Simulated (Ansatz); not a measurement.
GdCl under changes of volume

One of the cells (27.783 Å³/atom); the others are scaled copies at fixed shape and fractional positions:

```
Gd Cl
1.0
     3.66834    0.00000    0.00000
    -1.83417    3.17687    0.00000
     0.00000    0.00000    9.53621
Gd Cl
2 2
Direct
  0.66667 0.33333 0.83177
  0.33333 0.66667 0.33177
  0.66667 0.33333 0.54323
  0.33333 0.66667 0.04323
```

The cell comes from a database or a generator and needn't be the stable form of this composition.

| Quantity | Value |
| --- | --- |
| Program | Ansatz 0.2.0 |
| Functional | PBE |
| Potentials or basis | Ansatz PAW |
| Cutoff | 420 eV (not typed: the program's choice for these potentials) |
| k mesh | 8 × 8 × 3 |
| Occupations | fermi-dirac, width 0.05 eV |
| Spin | collinear spin, ferromagnetic start |
| Starting moments | [7.0, 7.0, 0.0, 0.0] μB |

```tsv
volume (Å³/atom)	energy over the lowest point (meV/atom)	pressure (GPa)	moment (μB per cell)	largest force (eV/Å)
26.116	12.98	2.7	14.05	0.024
26.672	?	?	?	?
27.228	1.37	0.9	14.04	0.014
27.783	0.00	0.1	14.03	0.010
28.339	1.19	-0.6	14.03	0.006
28.895	4.67	-1.2	14.02	0.002
29.450	10.21	-1.8	14.02	0.001
```

**Question.** What does the run at 26.672 Å³/atom give?

**Answer.** Energy over the lowest point 5.59 meV/atom; pressure 1.7 GPa; moment 14.05 μB per cell; largest force 0.018 eV/Å.

Worked out: A Birch-Murnaghan fit of order 3 (a polynomial in V^(-2/3)) to the other rows has its minimum at 27.79 Å³/atom with B0 = V·E''(V) = 37 GPa and B' = 4.4 at fixed shape and positions, which overstates the stiffness. It gives 5.59 meV/atom at 26.672 Å³/atom, against the run's 5.59, and -dE/dV = 1.7 GPa, against 1.7. A straight line through the other rows of the moment, of slope -0.00951 μB per Å³/atom, gives 14.04 μB, against the run's 14.05.

Energies are extrapolated to zero smearing.

Caveats: without U or exact exchange the open f shell lies at the Fermi level, which spoils levels, moments and volumes.
